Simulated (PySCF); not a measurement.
# C₆H₇FGe: electronic excitations

Wanted: the electronic excitations of C₆H₇FGe (`C#[C][Ge@@H]1[C](F)=C[C@@H]1C`), by calculation.

The runs use PySCF 2.14.0, with density-fitted response routines of our own; the level of theory stands in each step. All values are computed, except where a source is named. Atoms are numbered from 0 throughout.

### 1 The starting structure

15 atoms, charge 0, multiplicity 1; geometry from: GFN2-xTB.

Bonds of the start (Å): C0–C1 1.20, C1–Ge2 1.91, Ge2–C3 1.97, C3–F4 1.34, C3–C5 1.33, C5–C6 1.51, C6–C7 1.52, C6–Ge2 2.04, C0–H8 1.05, Ge2–H9 1.52, C5–H10 1.08, C6–H11 1.09, C7–H12 1.09, C7–H13 1.09, C7–H14 1.09.

### 2 Ultraviolet spectrum: wB97X-D/def2-SVPD

What the job is given:

```
{"job": {"kind": "uv", "xc": "wB97X-D", "basis": "def2-SVPD", "nstates": 8, "ntriplets": 3}, "charge": 0, "multiplicity": 1}
C      2.607833     0.331748     1.946915
C      1.949247    -0.318300     1.177562
Ge     0.871786    -1.275853    -0.068155
C      0.574335    -0.398730    -1.804911
F      1.283752    -0.077599    -2.901550
C     -0.724488    -0.179261    -1.618781
C     -1.079007    -0.711167    -0.251852
C     -1.598083     0.350754     0.703824
H      3.193853     0.888713     2.622089
H      1.325807    -2.726619    -0.053080
H     -1.426332     0.296267    -2.285797
H     -1.799258    -1.529951    -0.315234
H     -1.774897    -0.076186     1.689131
H     -2.534218     0.769402     0.335455
H     -0.874743     1.159117     0.802470
```

Level: TDDFT wB97X-D/def2-SVPD, vertical, gas phase, core orbitals frozen in the response.

Command:

```
> OMP_NUM_THREADS=1 python probes_run.py task.json out
```

One launch serves the whole session: the jobs run in the order shown.

Output:

```text
coarse grid: 61104 points
cycle   1  E = -2408.9581295725  dE =  5.692e-01  |g| = 6.262e-01  |ddm| = 8.066e+00
cycle   2  E = -2408.9738688439  dE = -1.574e-02  |g| = 6.362e-01  |ddm| = 1.977e+00
cycle   3  E = -2409.0339006050  dE = -6.003e-02  |g| = 6.358e-02  |ddm| = 9.115e-01
cycle   4  E = -2409.0346752220  dE = -7.746e-04  |g| = 3.199e-02  |ddm| = 2.091e-01
cycle   5  E = -2409.0348754859  dE = -2.003e-04  |g| = 9.027e-03  |ddm| = 9.082e-02
cycle   6  E = -2409.0348904301  dE = -1.494e-05  |g| = 3.168e-03  |ddm| = 3.180e-02
cycle   7  E = -2409.0348930137  dE = -2.584e-06  |g| = 1.266e-03  |ddm| = 1.030e-02
final grid: 129496 points
cycle   8  E = -2409.0344132932  dE = -1.560e-06  |g| = 1.783e-03  |ddm| = 2.287e-02
cycle   9  E = -2409.0344125612  dE =  7.321e-07  |g| = 2.539e-03  |ddm| = 7.609e-03
cycle  10  E = -2409.0344140469  dE = -1.486e-06  |g| = 1.544e-04  |ddm| = 3.492e-03
cycle  11  E = -2409.0344140522  dE = -5.242e-09  |g| = 6.399e-05  |ddm| = 5.269e-04
cycle  12  E = -2409.0344140535  dE = -1.337e-09  |g| = 2.338e-05  |ddm| = 2.716e-04
cycle  13  E = -2409.0344140537  dE = -1.719e-10  |g| = 7.033e-06  |ddm| = 7.810e-05
converged SCF energy = -2409.0344140537

Static polarisability (au): isotropic 95.629, principal 79.559 91.795 115.533

Singlet excitations
state   eV       nm        f      main configurations
  1   5.9771    207.4   0.00017   H-2->L 0.67
  2   6.1668    201.1   0.02413   H->L 0.77
  3   6.3189    196.2   0.01529   H-1->L 0.38, H->L 0.13, H-2->L+1 0.13
  4   6.4015    193.7   0.00836   H-1->L+1 0.36, H->L+1 0.20, H-3->L+3 0.12
  5   6.7696    183.1   0.06367   H->L+1 0.51, H->L+3 0.08
  6   6.8119    182.0   0.00047   H-1->L+3 0.32, H-1->L+1 0.30, H-3->L+1 0.16
  7   7.1800    172.7   0.21676   H-1->L 0.28, H-2->L+1 0.19, H-3->L 0.19
  8   7.2280    171.5   0.03027   H-2->L+1 0.21, H-4->L+1 0.20, H-2->L+3 0.16

Triplet excitations (Tamm-Dancoff, eV): 4.4662 5.0752 5.5599
```

Wall time 2.1 min (1 thread of Arm Neoverse N1, shared host); peak memory 1 GiB.

The orbitals next to the gap, with their largest atomic shares:

| orbital | eV | atoms |
| --- | --- | --- |
| HOMO−3 | -10.81 | C1 34 %, C0 30 %, Ge2 11 % |
| HOMO−2 | -10.08 | C0 29 %, C1 29 %, Ge2 10 % |
| HOMO−1 | -9.71 | C6 24 %, Ge2 16 %, C1 14 % |
| HOMO | -9.27 | C5 32 %, C3 29 %, F4 13 % |
| LUMO | 1.07 | Ge2 29 %, C1 20 %, C0 19 % |
| LUMO+1 | 1.67 | C5 23 %, C3 18 %, Ge2 12 % |
| LUMO+2 | 2.01 | Ge2 38 %, C0 11 %, H9 10 % |

With each of the 8 states as a Gaussian band of 0.4 eV half-width at 1/e, the curve within the window shown has maxima at 174 nm (ε 11,000) L/(mol cm). Beyond the last state computed it falls off for lack of states. The curve at chosen wavelengths:

```csv
nm,ε (L/mol/cm)
165,4887
168,7867
170,9559
173,10911
175,10874
178,9701
181,7884
183,6667
186,5126
188,4343
191,3503
194,2952
196,2677
199,2319
201,2083
204,1715
207,1338
209,1096
212,772
214,590
217,376
220,226
222,156
225,86
227,56
230,29
```

Further results of this job:

| property | computed |
| --- | --- |
| dipole moment (D) | 2.10 |
| polarisability (Å³) | 14.17 |
| HOMO–LUMO gap (eV) | 10.34 |
| −ε(HOMO) (eV) | 9.27 |

### 3 What came out

| quantity | value |
| --- | --- |
| lowest singlet (wB97X-D/def2-SVPD) | 5.98 eV (207 nm), f = 0.000 |
| brightest single state of those computed | state 7, 7.18 eV, f = 0.217 |
| lowest triplet | 4.47 eV |

The lowest singlet, at 5.98 eV, is HOMO−2→LUMO 0.67 and is dark; of the 8 states computed, the strongest absorption comes from state 7 at 7.18 eV. The lowest triplet lies 1.51 eV below the lowest singlet (triplets in Tamm-Dancoff, singlets in full TDDFT).
